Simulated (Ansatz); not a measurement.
The same calculation of AlRh, space group Pm-3m as a Python script and as an input file (Ansatz 0.2.0, Python API).

`scf_alrh.py`:
```python
"""Single point of AlRh."""

from pathlib import Path
import json

import ansatz as az
from ase import Atoms
import numpy as np


def main() -> None:
    atoms = Atoms(
        ["Al", "Rh"],
        scaled_positions=[
            [0.0, 0.0, 0.0],
            [0.5, 0.5, 0.5],
        ],
        cell=[
            [2.977322, 0.0, 0.0],
            [0.0, 2.977322, 0.0],
            [0.0, 0.0, 2.977322],
        ],
        pbc=True,
    )
    xtal = az.Crystal.from_ase(atoms)

    # the calculation
    calculation = (
        xtal.calculation()
        .occupations("cold", width=0.15)
        .functional(az.Functional.R2SCAN)
        .kpoints(10)
        .eigensolver("davidson", mixed_precision=False)
        .mixing("msr1", preconditioner="resta")
        .density()
        .potential()
        .electron_localization_function()
        .output_files(volumetric_format="npy")
        .band_table()
        .bader_charges()
    )
    def show(event):
        row = event["data"]
        if event["event"] == "scf_iter" and row.get("free_energy_ev") is not None:
            print(f"  iteration {row['iter']:3d}  F = {row['free_energy_ev']:.6f} eV  residual {row['dr2_ev']:.2e}")


    outcome = calculation.session().plan().execute(on_event=show)
    rep = outcome.report

    print("%-22s %14.5f eV" % ("F = E - TS", rep["free_energy_ev"]))
    print("%-22s %14.5f eV" % ("E", rep["internal_energy_ev"]))
    print("%-22s %14.5f eV" % ("Harris-Foulkes", rep["harris_foulkes_ev"]))
    print("%-22s %14.5f eV" % ("Fermi level", rep["fermi_energy_ev"]))

    folder = Path(outcome.write_results("fields"))
    for name in sorted(p.name for p in folder.glob("*.npy")):
        field = np.load(folder / name)
        print(f"{name:16s} {str(field.shape):16s} min {field.min():10.4f}  mean {field.mean():10.4f}  max {field.max():10.4f}")

    edges = rep.get("band_edges_ev")
    if edges:
        print(f"band edges on the mesh: {edges[0]:.3f} and {edges[1]:.3f} eV, gap {edges[1] - edges[0]:.3f} eV")
    else:
        print("no band edges reported; Fermi level", round(rep["fermi_energy_ev"], 3), "eV")

    keep = ["free_energy_ev", "energy_sigma0_ev", "fermi_energy_ev", "n_iterations", "converged", "magnetization_mub", "n_kpoints"]
    with open("alrh.json", "w") as handle:
        json.dump({key: rep[key] for key in keep}, handle, indent=1)

    rho = outcome.density()
    total = sum(ch.density_e_per_ang3 for ch in rho.channels[:2]) if len(rho.channels) < 3 else rho.channels[0].density_e_per_ang3
    print("grid", rho.dims, "electrons", round(float(total.mean() * rho.cell_volume_ang3), 4))
    print(f"density range {total.min():.4f} to {total.max():.4f} e/A^3")
    print(np.array2string(total[:: max(rho.dims[0] // 8, 1), :: max(rho.dims[1] // 8, 1), 0], precision=3, suppress_small=True))

    charges = outcome.bader_charges()
    for atom in charges.atoms:
        print(f"Bader charge {atom.symbol:2s} {atom.partial_charge_e:+.3f} e")


if __name__ == "__main__":
    main()
```

Output of `python scf_alrh.py`:
```text
DeckWarning: basis.ecutwfc = 500 eV, auto-derived from the records' recommended cutoffs: set by Al (their level for a meta-GGA)
  iteration   7  F = -6958.019196 eV  residual 3.12e-09
F = E - TS                -6958.01920 eV
E                         -6958.01941 eV
Harris-Foulkes            -6958.01920 eV
Fermi level                  17.06104 eV
elf.npy          (24, 24, 24)     min     0.0109  mean     0.3673  max     0.7728
rho.npy          (24, 24, 24)     min     0.0559  mean     0.7578  max    15.0372
v_es.npy         (24, 24, 24)     min   -83.7317  mean     6.8548  max    17.8670
v_tot.npy        (24, 24, 24)     min  -120.7459  mean    -6.5351  max     6.5555
no band edges reported; Fermi level 17.061 eV
grid (24, 24, 24) electrons 20.0
density range 0.0559 to 15.0372 e/A^3
[[0.058 0.066 0.17  0.215 0.204 0.215 0.17  0.066]
 [0.066 0.1   0.204 0.228 0.216 0.228 0.204 0.1  ]
 [0.17  0.204 0.244 0.244 0.24  0.244 0.244 0.204]
 [0.215 0.228 0.244 0.26  0.263 0.26  0.244 0.228]
 [0.204 0.216 0.24  0.263 0.275 0.263 0.24  0.216]
 [0.215 0.228 0.244 0.26  0.263 0.26  0.244 0.228]
 [0.17  0.204 0.244 0.244 0.24  0.244 0.244 0.204]
 [0.066 0.1   0.204 0.228 0.216 0.228 0.204 0.1  ]]
Bader charge Al +2.095 e
Bader charge Rh -2.095 e
```
(Warnings from the package without file and line.)

`input.yaml`:
```yaml
crystal:
  lattice:
    - [2.977322, 0.0, 0.0]
    - [0.0, 2.977322, 0.0]
    - [0.0, 0.0, 2.977322]
  atoms:
    - { symbol: Al, position: [0.0, 0.0, 0.0] }
    - { symbol: Rh, position: [0.5, 0.5, 0.5] }
kpoints:
  mp_grid: { grid: [10, 10, 10] }
hamiltonian:
  xc: r2scan
scf:
  mixing: { algorithm: msr1, preconditioner: resta }
  occupations: { method: cold, width: 0.15 }
  eigensolver: { kind: davidson, mixed_precision: false }
output:
  write_density: true
  write_potential: true
  volumetric_format: npy
  elf: true
  bader: true
  eigenvalues: true
```

Launched from the shell:
```console
$ ansatz run input.yaml --threads 1 --pin off --max-ram 3072MiB --backend cpu --events-out ev --progress --plain --runs-dir out
Engine: ansatz 0.2.0, x86_64-unknown-linux-gnu
Pseudopotentials: kind: paw
Pseudopotential: Al, paw, valence charge 3, recommended cutoff 500 eV (meta_gga), Al.paw.azcp
Pseudopotential: Rh, paw, valence charge 17, recommended cutoff 500 eV (meta_gga), Rh.paw.azcp
Functional definition: r2SCAN
  parameter k0 = 0.174
  parameter k1 = 0.065
  parameter a1 = 4.9479
  exchange = r2scan_x(k0 = k0, k1 = k1, a1 = a1)
  correlation = r2scan_c
Crystal: 2 atoms, lattice volume = 26.392 Å³
Basis set: ecut = 500 eV, 691 PW (Γ), exchange–correlation on 96×96×96 points (64 copies of the dense FFT grid, shifted against one another)
Bands: 14, of which v1, the nominal top of the filled ones, is band 10 counted from 1 (9 counted from 0)
Symmetry: 48 space group operations
Space group: Pm-3m (ITA 221), of the structure as read, at distance tolerance 3.0e-5 Å
k-points: 56 of 1000
Non-local potential: Al, projectors of the file, l = 0: 2, l = 1: 2, l = 2: 1
Non-local potential: Rh, projectors of the file, l = 0: 3, l = 1: 2, l = 2: 2, l = 3: 1
PAW form: soft (Blöchl's): semilocal exchange-correlation on the pseudo side does not see the compensation charge
PAW frozen core: Al, regenerated for the run's functional (the file was generated under x = pbe(κ = 0.804, μ = 0.2195149727645171), c = pbe(β = 0.06672455060314922))
PAW frozen core: Rh, regenerated for the run's functional (the file was generated under x = pbe(κ = 0.804, μ = 0.2195149727645171), c = pbe(β = 0.06672455060314922))
PAW one-centre angular grid: Al, 302 points (default); XC on 160 Gauss nodes
PAW one-centre angular grid: Rh, 590 points (default); XC on 160 Gauss nodes
Initial density: superposition of atomic densities (neutral atoms: chi_scale 0, normalization atom), corrected by the library's trained network
Initial wavefunctions: pseudopotential atomic-orbital guess
Functional: x = r2scan, c = r2scan; τ floored in thin density (d = 2e-4 eV/Å³)
SCF iter   1: F=—  HF=-6958.000541 eV  |F-HF|=—  |Δ(HF+E_count)|=         —  Δρ=7.70e-3  dr2=1.02e-2  dr2_τ=2.31e-2  ethr=1.77e-3  ⟨swp⟩=6.7  Hψ=3354  notcnv=0
preconditioner: resta → Resta (q_TF=auto, 2.605 Å⁻¹)  ε∞=7.3, the Penn estimate 7.3447068321906155  [insulator: Δε(μ)=0.121 eV  Ē_g=9.940 eV  σ=0.150 eV  W_gap=0.54  ℏωp=25.0 eV]
SCF iter   2: F=—  HF=-6958.020345 eV  |F-HF|=—  |Δ(HF+E_count)|=   1.98e-2  S|Δr|=    0.00e0  Δρ=4.90e-3  dr2=3.98e-3  dr2_τ=2.63e-4  ethr=5.12e-5  ⟨swp⟩=3.1  Hψ=1599  notcnv=0
iter 3 solved again at ethr=7.81e-7 eV; its pass at ethr=1.99e-5 eV (dr2=1.56e-4 eV) is discarded
SCF iter   3: F=—  HF=-6958.019214 eV  |F-HF|=—  |Δ(HF+E_count)|=   1.13e-3  S|Δr|=    0.00e0  Δρ=7.50e-4  dr2=1.30e-4  dr2_τ=5.66e-5  ethr=7.81e-7  ⟨swp⟩=3.9  Hψ=2982  notcnv=0
eigensolver tolerance schedule: the retry pair's looser diagonalisation over-reported the residual by 0.20 of it (diagonalisation noise at 0.21 of the residual, at the tolerance the schedule requests for it); recorded, not acted on — ethr = c·dr2/N_el stays at c = 1.0e-1
SCF iter   4: F=—  HF=-6958.019203 eV  |F-HF|=—  |Δ(HF+E_count)|=   1.10e-5  S|Δr|=    0.00e0  Δρ=3.49e-4  dr2=2.74e-5  dr2_τ=1.91e-6  ethr=6.50e-7  ⟨swp⟩=3.0  Hψ=1461  notcnv=0
SCF iter   5: F=—  HF=-6958.019197 eV  |F-HF|=—  |Δ(HF+E_count)|=   5.98e-6  S|Δr|=    0.00e0  Δρ=1.27e-4  dr2=4.40e-6  dr2_τ=1.31e-7  ethr=1.37e-7  ⟨swp⟩=2.7  Hψ=1411  notcnv=0
SCF iter   6: F=—  HF=-6958.019196 eV  |F-HF|=—  |Δ(HF+E_count)|=   1.11e-6  S|Δr|=    0.00e0  Δρ=4.41e-5  dr2=4.78e-7  dr2_τ=2.45e-8  ethr=2.20e-8  ⟨swp⟩=2.5  Hψ=1382  notcnv=0
SCF iter   7: F=-6958.019196 eV  HF=-6958.019196 eV  |F-HF|=1.67e-10  |Δ(HF+E_count)|=   5.38e-8  S|Δr|=    0.00e0  Δρ=4.34e-6  dr2=3.12e-9  dr2_τ=2.88e-10  ethr=2.39e-9  ⟨swp⟩=3.3  Hψ=1478  notcnv=0
the search or the solves at the SCF's close seem to have found levels that the self-consistency loop had missed (the run counts 4). By its estimate they hold under 1e-12 electrons; where the run keeps them, the occupations were computed again with them
SCF 1 converged in 7 iterations: F = -6958.019196 eV  dr2 = 3.12e-9
  greatest PAW one-centre occupation: 1.000 electrons in one spin orbital (limit 2), on the Rh atom at site 1 (counted from 0), in its partial waves of l = 1
SCF converged after 7 iterations
Stability not checked: this state was not tested for a lower state beside it, because cold or Methfessel-Paxton smearing, or corrected tetrahedra, fill the levels in a way that the test cannot read (fill_not_monotonic; see scf.lower_state_search)
Free energy (F): -6958.019196 eV
Harris-Foulkes:  -6958.019196 eV  (|F-HF|=1.67e-10)
Internal energy: -6958.019409 eV  (E = F + TS)
E sigma→0 (E₀):  -6958.019267 eV
Entropy (-TS):   0.000213 eV (0.107 meV/atom)
Fermi energy:    17.061036 eV
--- Per-component energies (eV) ---
  E_band       = -163.104727
  E_kinetic    = 602.761809
  E_local      = -2172.093377  (includes V_loc(G=0)·N_el)
  E_nonlocal   = 364.668376
  E_hartree    = 823.902151
  E_xc         = -256.153540
  E_vxc        = -350.031634  (∫ρ·V_xc dr)
  E_paw        = -4078.229707  (= ΣΔE_a)
  E_vpaw       = -279.553164  (= ΣTr[D̂ρ^β])
  E_aug_tail   = 0.000632  (compensation charges beyond the density's cutoff)
  E_vtau       = 23.337698  (kinetic-family band-sum trace: ∫τ·v_τ [+ j·A + Jᵃ·Aᵃ] dr)
  E_ewald      = -2242.445685
  E_core_change = -0.430067  (= ΣΔE_core)
  E_smearing   = 0.000213  (= −TS)
  E_closure    = 0.000000  (closes the sum)
  Σ components = -6958.019196   (vs F -6958.019196, Δ=0.00e0)
--- Band table (eV; the first three rows and the last of 56) ---
  k-point 0: bands = ["-64.1621", "-31.2205", "-31.2205", "-31.2205", "5.6257", "11.8314", "11.8314", "15.1633", "15.1633", "15.1633", "22.4586", "22.4586", "22.4586", "26.9602"]
  k-point 1: bands = ["-64.1610", "-31.2361", "-31.2192", "-31.2192", "5.8254", "11.8939", "11.8955", "14.9720", "14.9720", "15.1833", "21.3962", "22.8128", "22.8128", "26.6264"]
  k-point 2: bands = ["-64.1581", "-31.2768", "-31.2158", "-31.2158", "6.4082", "11.9858", "12.0702", "14.5267", "14.5267", "15.2363", "19.6013", "23.7468", "23.7468", "25.8080"]
  k-point 55: bands = ["-64.1276", "-31.3453", "-31.3453", "-31.3453", "10.7585", "10.7585", "10.7585", "16.5730", "16.5730", "19.3766", "20.0010", "20.0010", "20.0010", "24.0430"]
--- Bader charges: 2 sites ---
  site symbol  charge [e]  shift [e]
     0     Al      2.0946     0.0008
     1     Rh     -2.0946     0.0008
  estimated error of the sums over rays = 2.9e-4 e
```

Reading the output:
- These settings explore the input space; cutoff and mesh may be short of convergence.
- Spin is left out of this run.
- The negative TS is no error: cold and Methfessel-Paxton smearing have a generalised entropy.
- For a metal this k-point mesh is coarse: on a finer one energies can move by several to tens of meV an atom and pressures by half a GPa or more, differences at one mesh by less.
- An absolute Fermi energy rests on an arbitrary zero of the periodic potential and has no direct meaning.
- Densities and potentials on the grid are those of the valence electrons, and inside the cores they hang on the potentials used.
- The structure comes from a database of computed cells and needn't be a stable or known phase.
- Gaps and levels are Kohn-Sham values on a finite set of k-points, without spin-orbit coupling.
- Cost: roughly 15 core-seconds.

(Lines on the test bed's own set-up are left out of the output.)
